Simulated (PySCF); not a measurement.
**Solver options tried on KNa**

The same problem is solved with other solver options, one edit a run.

Computed with PySCF 2.14.0. Level: method and basis as typed in the scripts.

3 further runs of the same task are left out: 3 that didn't finish.

## (1) The starting structure

KNa: 2 atoms, charge 0, spin multiplicity 1.

No contacts short enough for the rule that draws bonds.

## (2) Base script

Input file input.py:

```python
from pyscf import gto, dft
from pyscf.prop.polarizability import uhf as pol

mol = gto.M(
    atom='K 0 0 0; Na 0 0 4.048',
    basis='sbkjc',
    ecp={'K': 'sbkjc', 'Na': 'sbkjc'},
    charge=0,
    spin=0,
    verbose=4,
)
mf = dft.UKS(mol, xc='wb97x')
mf = mf.density_fit(auxbasis='def2-universal-jkfit')
mf.kernel()
print('polarizability (a.u.)')
print(pol.Polarizability(mf).polarizability().round(4))
mf.dip_moment()
print('orbital energies (hartree):', [e[max(0, n-3):n+3].round(4) for e, n in zip(mf.mo_energy, mol.nelec)])
```

Started as:

```console
$ OMP_NUM_THREADS=1 python input.py
```

The log of this run is left out.

It gives: E(SCF) = -0.343945 Eh, 6 cycles, μ = 3.97 D, α(xx, yy, zz) = 329.1, 329.1, 643.0 bohr³.

The bond length is a typed value, not an optimised one.

## (3) Second-order solver on

Edit 1 changes second-order solver: off → on.

Input file input.py:

```python
from pyscf import gto, dft
from pyscf.prop.polarizability import uhf as pol

mol = gto.M(
    atom='K 0 0 0; Na 0 0 4.048',
    basis='sbkjc',
    ecp={'K': 'sbkjc', 'Na': 'sbkjc'},
    charge=0,
    spin=0,
    verbose=4,
)
mf = dft.UKS(mol, xc='wb97x')
mf = mf.density_fit(auxbasis='def2-universal-jkfit')
mf = mf.newton()
mf.kernel()
print('polarizability (a.u.)')
print(pol.Polarizability(mf).polarizability().round(4))
mf.dip_moment()
print('orbital energies (hartree):', [e[max(0, n-3):n+3].round(4) for e, n in zip(mf.mo_energy, mol.nelec)])
```

Started as:

```console
$ OMP_NUM_THREADS=1 python input.py
```

## (4) Initial guess huckel

Edit 2 changes initial guess: minao → huckel.

Changes to input.py since step 2:

```diff
@@ -13,2 +13,3 @@
 mf = mf.density_fit(auxbasis='def2-universal-jkfit')
+mf.init_guess = 'huckel'
 mf.kernel()
```

## (5) Point-group symmetry on

Edit 3 changes point-group symmetry: off → on.

Changes to input.py since step 2:

```diff
@@ -9,2 +9,3 @@
     spin=0,
+    symmetry=True,
     verbose=4,
```

## (6) Smearing width 0.01 hartree

Edit 4 changes smearing width: none → 0.01 hartree; step after the SCF: polarizability → none.

Input file input.py:

```python
from pyscf import gto, dft, scf

mol = gto.M(
    atom='K 0 0 0; Na 0 0 4.048',
    basis='sbkjc',
    ecp={'K': 'sbkjc', 'Na': 'sbkjc'},
    charge=0,
    spin=0,
    verbose=4,
)
mf = dft.UKS(mol, xc='wb97x')
mf = mf.density_fit(auxbasis='def2-universal-jkfit')
mf = scf.addons.smearing_(mf, sigma=0.01, method='fermi')
mf.kernel()
mf.dip_moment()
print('orbital energies (hartree):', [e[max(0, n-3):n+3].round(4) for e, n in zip(mf.mo_energy, mol.nelec)])
```

Q: Predict the outcome of this session. Wanted: for each run, E(SCF); from base; gap; SCF dipole.

As calculated:

```tsv
run	E(SCF) (hartree)	from base (eV)	cycles	gap (eV)	SCF dipole (D)
base	-0.343945	0	6	3.83	3.97
second-order solver on	-0.343945	0.0000	2 macro	3.83	3.97
initial guess huckel	-0.343945	0.0000	12	3.83	3.97
point-group symmetry on	-0.343945	0.0000	6	3.83	3.97
smearing width 0.01 hartree	-0.343662	+0.0077	10	n/a	3.96
```

Distance from each run's final energy (log10 hartree) by cycle:

```tsv
run	cycle 1	cycle 2	cycle 3	cycle 5	cycle 8	cycle 12
base	-3.1	-4.0	-5.3	-9.4	done	done
initial guess huckel	-2.9	-3.8	-5.1	-5.3	-5.3	-9.4
point-group symmetry on	-3.1	-4.0	-5.3	-9.4	done	done
smearing width 0.01 hartree	-2.4	-3.8	-5.2	-5.8	-8.8	done
```

In words: With second-order solver on or initial guess huckel or point-group symmetry on the SCF ends at the base energy. The base needs 6 cycles and the run with initial guess huckel needs 12.
